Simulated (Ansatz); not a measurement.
# Ti2AlC: the cost of one run

Method: DFT r2SCAN, scalar-relativistic, plane waves, PAW, in Ansatz 0.2.0.

1 further run of the same task is left out (set aside as unsound or not needed). Runs told in other sessions of the task aren't counted.

## (1) The starting structure

The structure is hexagonal, space group P6_3/mmc (No. 194). Conventional cell: a = 3.055 Å, b = 3.055 Å, c = 13.718 Å, α = 90.00°, β = 90.00°, γ = 120.00°. Ti (site symmetry 3m) is surrounded by 3 C at 2.10 Å. Al (site symmetry -6m2) has 6 Ti at 2.89 Å and 6 Al at 3.05 Å in its first shell of neighbours. Around C (site symmetry -3m) lie 6 Ti at 2.10 Å.

Structure file:

```
Ti Al C
1.0
     3.05474    0.00000    0.00000
    -1.52737    2.64548    0.00000
     0.00000    0.00000   13.71823
Ti Al C
4 2 2
Direct
  0.33333 0.66667 0.08346
  0.66667 0.33333 0.58346
  0.66667 0.33333 0.91654
  0.33333 0.66667 0.41654
  0.33333 0.66667 0.75000
  0.66667 0.33333 0.25000
  0.00000 0.00000 0.00000
  0.00000 0.00000 0.50000
```

It goes back to an entry of the Materials Project, which need not be the stable form.

It is the result of an earlier relaxation at this level (volume 13.86 Å³/atom; gap on the mesh: none (metal)).

## (2) The undisturbed cell

Contents of input.yaml:

```yaml
crystal:
  lattice:
    - [3.0547420302, 0.0, 0.0]
    - [-1.5273710151, 2.6454842002, 0.0]
    - [0.0, 0.0, 13.7182337215]
  atoms:
    - { symbol: Ti, position: [0.3333333333, 0.6666666667, 0.083456221] }
    - { symbol: Ti, position: [0.6666666667, 0.3333333333, 0.583456221] }
    - { symbol: Ti, position: [0.6666666667, 0.3333333333, 0.916543779] }
    - { symbol: Ti, position: [0.3333333333, 0.6666666667, 0.416543779] }
    - { symbol: Al, position: [0.3333333333, 0.6666666667, 0.75] }
    - { symbol: Al, position: [0.6666666667, 0.3333333333, 0.25] }
    - { symbol: C, position: [0.0, 0.0, 0.0] }
    - { symbol: C, position: [0.0, 0.0, 0.5] }
basis:
  ecutwfc: 500
kpoints:
  mp_grid: { grid: [12, 12, 4] }
hamiltonian:
  xc: r2scan
scf:
  occupations: { method: gaussian, width: 0.15 }
output:
  forces: true
  stress: true
  eigenvalues: true
  write_density: true
  write_potential: true
  elf: true
  volumetric_format: npy
```

Launch:

```
$ ansatz run input.yaml --threads 2 --pin off --max-ram 5120MiB --backend cpu --events-out ev --progress --plain --runs-dir out
```

What time and memory should one allow on 2 threads of AMD EPYC 7R43 (Zen 3), shared host?

About 18 s, with a peak of 0.83 GiB.
